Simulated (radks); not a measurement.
# K in [Ar] 4s1: an all-electron calculation

One table from this session's results is given with a row withheld; the runs are named, their logs left out.

The numbers are computed with radks (a radial shooting solver on a logarithmic mesh, Libxc functionals) version 1 (scalar-relativistic Kohn-Sham, LDA (Slater exchange, Perdew-Zunger correlation), spin-polarised, spherical densities, point nucleus; open shells are filled with parallel spins first), except any that are marked as measured or tabulated.

## Starting point

- element: potassium (Z = 19)
- charge: 0
- electrons: 19
- configuration: [Ar] 4s1

Outer shells as boxes (Hund's rule):

K
```
[Ar] core
4s [↑ ]
```

Set-up of the first run:

Settings of this run:

```text
Z 19
configuration [Ar] 4s1
relativity scalar-relativistic
functional lda,pz
spin polarised
nucleus point
c 137.035999084
```

Launch:

```sh
python run_ks.py task.json out
```

All runs below come from this command, one after another.

One table of the session follows, with a row left open; its other results are not shown here.

It belongs to the step «Orbitals and density». Sizes of the orbitals, from the radial functions (bohr):

```
  level      <r>  outermost maximum (interpolated)  90 % within  nodes
  1s up  0.08124                            0.0531        0.145      0
1s down  0.08124                            0.0531        0.145      0
  2s up   0.3890                             0.319        0.607      1
2s down   0.3890                             0.319        0.607      1
  2p up   0.3512                             0.263        0.581      0
2p down   0.3512                             0.263        0.581      0
  3s up        ?                                 ?            ?      ?
3s down    1.270                              1.08         1.92      2
  3p up    1.441                              1.15         2.26      1
3p down    1.435                              1.15         2.25      1
  4s up    4.824                              4.01         7.29      3
4s down    5.013                              3.98         7.75      3
```

Q: Estimate the row for 3s up from the others.

As computed: <r>: 1.271; outermost maximum (interpolated): 1.08; 90 % within: 1.92; nodes: 2. In the column «<r>» it lies between 3s down (1.270) and 3p down (1.435).
